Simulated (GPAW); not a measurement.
Te2Mo:

```
Te Mo
1.0
     3.51820    0.00000    0.00000
    -1.75910    3.04685    0.00000
     0.00000    0.00000   13.97360
Te Mo
4 2
Direct
  0.33333 0.66667 0.62100
  0.66667 0.33333 0.12100
  0.33333 0.66667 0.87900
  0.66667 0.33333 0.37900
  0.33333 0.66667 0.25000
  0.66667 0.33333 0.75000
```

Program: GPAW 26.7.0. Alike in all runs: cell as given; k mesh 6 × 6 × 2; cutoff (eV) 600; smearing fermi-dirac 0.05 eV. Hardware: 1 thread of Intel(R) Xeon(R) Platinum 8375C CPU @ 2.90GHz (Ice Lake), with other jobs on the host.

Task: Order these runs on this cell by their wall time, lowest first.
A. task single point; level GLLB-SC; potentials or basis the program's PAW data sets (release 1.2.1) made for this functional, pw; spin off
B. task band structure; level LDA; potentials or basis the program's PAW data sets (release 1.2.1) made for this functional, pw; spin SOC, no magnetisation; band path GMKGALHA,LM,KH; band points 60; spin axis theta (degrees) 0; spin axis phi (degrees) 0; soc after scf second variation
C. task single point; level TB-mBJ; potentials or basis GPAW PAW data sets for LDA (gpaw-data 1.2.1), pw; spin off

Result: A (87 s), B (300 s), C (1300 s).

Caveats: a model potential gives levels but no total energy (some runs); spin-orbit coupling was added after a scalar SCF, so levels and gaps hold it while energy, forces, pressure and moments don't (some runs).
